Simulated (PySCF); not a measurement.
**One shape, several levels: SnCl3F (SMILES [F][Sn]([Cl])([Cl])[Cl])**

Wanted: a comparison of 3 runs (HF/def2-SVP, PBE0/def2-SVP, CCSD(T)/def2-SVP) of SnCl3F. 

The results are computed with PySCF 2.14.0.

### 1 Starting point

The species is SnCl3F (5 atoms), meant as a singlet with charge 0. As SMILES, `[F][Sn]([Cl])([Cl])[Cl]`. Geometry: relaxed at PBE0-D4/def2-TZVP.

Bond lengths: F1–Sn2 1.892 Å, Sn2–Cl3 2.279 Å, Sn2–Cl4 2.279 Å, Sn2–Cl5 2.279 Å. Angles: F1–Sn2–Cl3 107.4°, F1–Sn2–Cl4 107.4°, F1–Sn2–Cl5 107.4°, Cl3–Sn2–Cl4 111.5°, Cl3–Sn2–Cl5 111.5°, Cl4–Sn2–Cl5 111.5°.

### 2 Energy and gradient at HF/def2-SVP (core potential) (run 1)

input.xyz reads:

```xyz
5

F     -0.364500    -0.145800     1.881000
Sn    -0.005600    -0.002300     0.029100
Cl     1.736400    -1.396300    -0.436200
Cl    -1.895500    -0.628100    -1.080500
Cl     0.529300     2.172500    -0.393500
```

run.py reads:

```python
import pyscf.grad
from pyscf import gto, scf

mol = gto.M(
    atom='input.xyz',
    verbose=3,
    max_memory=1860,
    ecp={'Sn': 'def2-svp'},
    basis='def2-svp',
)

mf = scf.RHF(mol)
mf.conv_tol = 1e-10
mf.kernel()
if not mf.converged:
    mf = mf.newton().run(mf.mo_coeff, mf.mo_occ)

energy = mf.e_tot
print('Final energy', energy)
grad = mf.Gradients().kernel()
mf.analyze()
```

Launch:

```
$ OMP_NUM_THREADS=1 python run.py
```

What it wrote:

```text
converged SCF energy = -1690.92720584414
[... 15 lines left out ...]
MO #6   energy= -10.5917022658829  occ= 2
[... 7 lines left out ...]
MO #14  energy= -8.06328026188387  occ= 2
[... 7 lines left out ...]
MO #22  energy= -1.45843815769317  occ= 2
[... 7 lines left out ...]
MO #30  energy= -0.722788379501381 occ= 2
[... 7 lines left out ...]
MO #38  energy= -0.503184839163262 occ= 2
[... 7 lines left out ...]
MO #46  energy= 0.233433458081741  occ= 0
[... 7 lines left out ...]
MO #54  energy= 0.655786282220596  occ= 0
[... 7 lines left out ...]
MO #62  energy= 1.00232340026537   occ= 0
[... 7 lines left out ...]
MO #70  energy= 1.08588134745332   occ= 0
[... 7 lines left out ...]
MO #78  energy= 1.2980383419041    occ= 0
[... 7 lines left out ...]
MO #86  energy= 3.46881737881487   occ= 0
[... 7 lines left out ...]
MO #94  energy= 52.3272047420227   occ= 0
[... 6 lines left out ...]
Dipole moment(X, Y, Z, Debye):  0.25373,  0.10083, -1.30741
```

Wall time 8.7 s (1 thread of Arm Neoverse V1, shared host); peak memory 0.19 GiB.

### 3 Energy and gradient at PBE0/def2-SVP (core potential) (run 2)

mol.xyz reads:

```xyz
5
Cl3FSn
F     -0.364500    -0.145800     1.881000
Sn    -0.005600    -0.002300     0.029100
Cl     1.736400    -1.396300    -0.436200
Cl    -1.895500    -0.628100    -1.080500
Cl     0.529300     2.172500    -0.393500
```

calc.py reads:

```python
from pyscf import gto, dft

mol = gto.M(
    atom='mol.xyz',
    charge=0,
    basis='def2-svp',
    ecp={'Sn': 'def2-svp'},
    max_memory=1860,
    verbose=3,
)

calc0 = dft.RKS(mol)
calc0.xc = 'pbe0'
calc0.conv_tol = 1e-10
calc0.grids.level = 5
calc0.kernel()
if not calc0.converged:
    calc0 = calc0.newton().run(calc0.mo_coeff, calc0.mo_occ)

etot = calc0.e_tot
print(f'total energy: {etot:.8f} hartree')
grad = calc0.nuc_grad_method().kernel()
dip = calc0.dip_moment()
pop, q = calc0.mulliken_pop()
```

Launch:

```
$ OMP_NUM_THREADS=1 python calc.py
```

What it wrote:

```text
converged SCF energy = -1693.83605591162
total energy: -1693.83605591 hartree
--------------- RKS gradients ---------------
         x                y                z
0 F     0.0027873048     0.0011092404    -0.0143300858
1 Sn    -0.0008152000    -0.0003413372     0.0042894225
2 Cl    -0.0082080700     0.0065176954     0.0024034965
3 Cl     0.0087985670     0.0029031027     0.0054199454
4 Cl    -0.0025555978    -0.0101952104     0.0022056026
----------------------------------------------
Dipole moment(X, Y, Z, Debye):  0.21034,  0.08358, -1.08373
 ** Mulliken pop  **
pop of  0 F 1s            1.99027
pop of  0 F 2s            1.12576
pop of  0 F 3s            0.83519
pop of  0 F 2px           1.15045
pop of  0 F 2py           1.15533
pop of  0 F 2pz           1.00163
pop of  0 F 3px           0.74485
pop of  0 F 3py           0.74821
pop of  0 F 3pz           0.64212
pop of  0 F 3dxy          0.00004
pop of  0 F 3dyz          0.00078
pop of  0 F 3dz^2         0.00176
pop of  0 F 3dxz          0.00088
pop of  0 F 3dx2-y2       0.00004
pop of  1 Sn 4s           1.60196
pop of  1 Sn 5s           0.41815
pop of  1 Sn 6s           1.02570
pop of  1 Sn 7s          -0.02996
pop of  1 Sn 4px          1.08408
pop of  1 Sn 4py          1.08403
pop of  1 Sn 4pz          1.08542
pop of  1 Sn 5px          0.91754
pop of  1 Sn 5py          0.91758
pop of  1 Sn 5pz          0.91639
pop of  1 Sn 6px          0.42974
pop of  1 Sn 6py          0.43195
pop of  1 Sn 6pz          0.36227
pop of  1 Sn 7px          0.10933
pop of  1 Sn 7py          0.10948
pop of  1 Sn 7pz          0.10475
pop of  1 Sn 4dxy         1.94907
pop of  1 Sn 4dyz         1.95086
pop of  1 Sn 4dz^2        1.95339
pop of  1 Sn 4dxz         1.95173
pop of  1 Sn 4dx2-y2      1.94889
pop of  1 Sn 5dxy         0.13362
pop of  1 Sn 5dyz         0.13478
pop of  1 Sn 5dz^2        0.11608
pop of  1 Sn 5dxz         0.13233
pop of  1 Sn 5dx2-y2      0.13378
pop of  2 Cl 1s           1.99942
pop of  2 Cl 2s           1.98573
pop of  2 Cl 3s           1.26874
pop of  2 Cl 4s           0.69862
pop of  2 Cl 2px          1.97590
pop of  2 Cl 2py          1.97686
pop of  2 Cl 2pz          1.97843
pop of  2 Cl 3px          0.66766
pop of  2 Cl 3py          0.70098
pop of  2 Cl 3pz          0.75468
pop of  2 Cl 4px          0.98559
pop of  2 Cl 4py          1.04840
pop of  2 Cl 4pz          1.15374
pop of  2 Cl 3dxy         0.00660
pop of  2 Cl 3dyz         0.00139
pop of  2 Cl 3dz^2        0.00220
pop of  2 Cl 3dxz         0.00209
pop of  2 Cl 3dx2-y2      0.00287
pop of  3 Cl 1s           1.99942
pop of  3 Cl 2s           1.98573
pop of  3 Cl 3s           1.26874
pop of  3 Cl 4s           0.69863
pop of  3 Cl 2px          1.97539
pop of  3 Cl 2py          1.97825
pop of  3 Cl 2pz          1.97755
pop of  3 Cl 3px          0.64972
pop of  3 Cl 3py          0.74946
pop of  3 Cl 3pz          0.72413
pop of  3 Cl 4px          0.95244
pop of  3 Cl 4py          1.13949
pop of  3 Cl 4pz          1.09584
pop of  3 Cl 3dxy         0.00308
pop of  3 Cl 3dyz         0.00116
pop of  3 Cl 3dz^2        0.00166
pop of  3 Cl 3dxz         0.00541
pop of  3 Cl 3dx2-y2      0.00383
pop of  4 Cl 1s           1.99942
pop of  4 Cl 2s           1.98573
pop of  4 Cl 3s           1.26874
pop of  4 Cl 4s           0.69863
pop of  4 Cl 2px          1.97835
pop of  4 Cl 2py          1.97437
pop of  4 Cl 2pz          1.97846
pop of  4 Cl 3px          0.75297
pop of  4 Cl 3py          0.61455
pop of  4 Cl 3pz          0.75579
pop of  4 Cl 4px          1.14613
pop of  4 Cl 4py          0.88577
pop of  4 Cl 4pz          1.15587
pop of  4 Cl 3dxy         0.00359
pop of  4 Cl 3dyz         0.00307
pop of  4 Cl 3dz^2        0.00224
pop of  4 Cl 3dxz         0.00027
pop of  4 Cl 3dx2-y2      0.00598
 ** Mulliken atomic charges  **
charge of    0F =     -0.39733
charge of    1Sn =      1.02707
charge of    2Cl =     -0.20989
charge of    3Cl =     -0.20992
charge of    4Cl =     -0.20992
```

Run time: 32 s. Hardware: 1 thread of Arm Neoverse V1, shared host; peak memory 0.92 GiB.

### 4 The energy at CCSD(T)/def2-SVP (core potential) (run 3)

run.py reads:

```python
from pyscf import gto, cc

mol = gto.M(
    atom='''
F     -0.364500    -0.145800     1.881000
Sn    -0.005600    -0.002300     0.029100
Cl     1.736400    -1.396300    -0.436200
Cl    -1.895500    -0.628100    -1.080500
Cl     0.529300     2.172500    -0.393500
''',
    max_memory=1860,
    spin=0,
    ecp={'Sn': 'def2-svp'},
    charge=0,
    basis='def2-svp',
    verbose=4,
)

myscf = mol.RHF()
myscf.conv_tol = 1e-10
myscf.kernel()
if not myscf.converged:
    myscf = myscf.newton().run(myscf.mo_coeff, myscf.mo_occ)

mycc = cc.CCSD(myscf, frozen=20)
mycc.kernel()
e_t = mycc.ccsd_t()
etot = mycc.e_tot + e_t
print(f'total energy: {etot:.8f} hartree')
myscf.analyze()
```

Launch:

```
$ OMP_NUM_THREADS=1 python run.py
```

What it wrote:

```text
PySCF version 2.14.0

[INPUT] num. atoms = 5
[INPUT] num. electrons = 82
[INPUT] charge = 0
[INPUT] spin (= nelec alpha-beta = 2S) = 0
[INPUT] symmetry False subgroup None
[INPUT] Mole.unit = angstrom
[INPUT] Symbol           X                Y                Z      unit          X                Y                Z       unit  Magmom
[INPUT]  1 F     -0.364500000000  -0.145800000000   1.881000000000 AA   -0.688805172404  -0.275522068962   3.554574840307 Bohr   0.0
[INPUT]  2 Sn    -0.005600000000  -0.002300000000   0.029100000000 AA   -0.010582466298  -0.004346370086   0.054991030225 Bohr   0.0
[INPUT]  3 Cl     1.736400000000  -1.396300000000  -0.436200000000 AA    3.281320442695  -2.638624587730  -0.824298535535 Bohr   0.0
[INPUT]  4 Cl    -1.895500000000  -0.628100000000  -1.080500000000 AA   -3.581975869113  -1.186936978839  -2.041849077593 Bohr   0.0
[INPUT]  5 Cl     0.529300000000   2.172500000000  -0.393500000000 AA    1.000232037732   4.105430005618  -0.743607230016 Bohr   0.0

[... 78 lines left out ...]
Total Energy =                       -1690.927205844135642
[... 10 lines left out ...]
MO #4   energy= -26.2764739131751  occ= 2
[... 8 lines left out ...]
MO #13  energy= -8.06328392140565  occ= 2
[... 8 lines left out ...]
MO #22  energy= -1.45843815769317  occ= 2
[... 8 lines left out ...]
MO #31  energy= -0.648032849906488 occ= 2
[... 8 lines left out ...]
MO #40  energy= -0.492622005740852 occ= 2
[... 8 lines left out ...]
MO #49  energy= 0.366247622021612  occ= 0
[... 8 lines left out ...]
MO #58  energy= 0.975426159891244  occ= 0
[... 8 lines left out ...]
MO #67  energy= 1.02639450691527   occ= 0
[... 8 lines left out ...]
MO #76  energy= 1.23916785360916   occ= 0
[... 8 lines left out ...]
MO #85  energy= 2.00479102032295   occ= 0
[... 8 lines left out ...]
MO #94  energy= 52.3272047420227   occ= 0
[... 63 lines left out ...]
pop of  3 Cl 4s           0.01052
pop of  3 Cl 2px          1.99998
pop of  3 Cl 2py          1.99999
pop of  3 Cl 2pz          1.99999
pop of  3 Cl 3px          1.77545
pop of  3 Cl 3py          1.95556
pop of  3 Cl 3pz          1.90835
pop of  3 Cl 4px          0.00642
pop of  3 Cl 4py          0.00398
pop of  3 Cl 4pz          0.00566
pop of  3 Cl 3dxy         0.00623
pop of  3 Cl 3dyz         0.00238
pop of  3 Cl 3dz^2        0.00401
pop of  3 Cl 3dxz         0.00930
pop of  3 Cl 3dx2-y2      0.00681
pop of  4 Cl 1s           2.00000
pop of  4 Cl 2s           1.99996
pop of  4 Cl 3s           1.96770
pop of  4 Cl 4s           0.01070
pop of  4 Cl 2px          2.00000
pop of  4 Cl 2py          1.99998
pop of  4 Cl 2pz          2.00000
pop of  4 Cl 3px          1.96284
pop of  4 Cl 3py          1.71449
pop of  4 Cl 3pz          1.96590
pop of  4 Cl 4px          0.00278
pop of  4 Cl 4py          0.00539
pop of  4 Cl 4pz          0.00555
pop of  4 Cl 3dxy         0.00639
pop of  4 Cl 3dyz         0.00686
pop of  4 Cl 3dz^2        0.00418
pop of  4 Cl 3dxz         0.00071
pop of  4 Cl 3dx2-y2      0.00904
 ** Mulliken atomic charges  **
charge of    0F =     -0.82676
charge of    1Sn =      2.81154
charge of    2Cl =     -0.65997
charge of    3Cl =     -0.66234
charge of    4Cl =     -0.66247
Dipole moment(X, Y, Z, Debye):  0.25373,  0.10083, -1.30741
```

It took 60 s on 1 thread of Arm Neoverse V1, shared host; peak memory 0.5 GiB.

### 5 Overview of the runs

| run | level | integration grid | task | energy (Eh) | dipole moment (D) of the reference | HOMO energy (eV) | LUMO energy (eV) | wall time |
| --- | --- | --- | --- | --- | --- | --- | --- | --- |
| 1 | HF/def2-SVP (core potential) | – | gradient | -1690.927206 | 1.34 | -13.30 | 0.81 | 8.7 s |
| 2 | PBE0/def2-SVP (core potential) | 5 | gradient | -1693.836056 | 1.11 | -9.80 | -3.10 | 32 s |
| 3 | CCSD(T)/def2-SVP (core potential) | – | energy | -1691.660384 | 1.34 | -13.30 | 0.81 | 60 s |

### 6 Results

| quantity | value |
| --- | --- |
| run 3: total energy | -1691.66038 Eh |
| run 3: dipole moment (Hartree–Fock density) | 1.34 D |
| run 3: HOMO energy (Hartree–Fock orbitals) | -13.30 eV |
| run 3: LUMO energy (Hartree–Fock orbitals) | 0.81 eV |
| run 3: HOMO–LUMO gap (Hartree–Fock orbitals) | 14.12 eV |
| run 3: correlation energy (20 core orbitals frozen) | -733.2 mEh |
| run 3: (T) correction | -15.12 mEh |
| run 3: T1 diagnostic | 0.010 |

All runs together took 1.7 min, the longest 60 s.
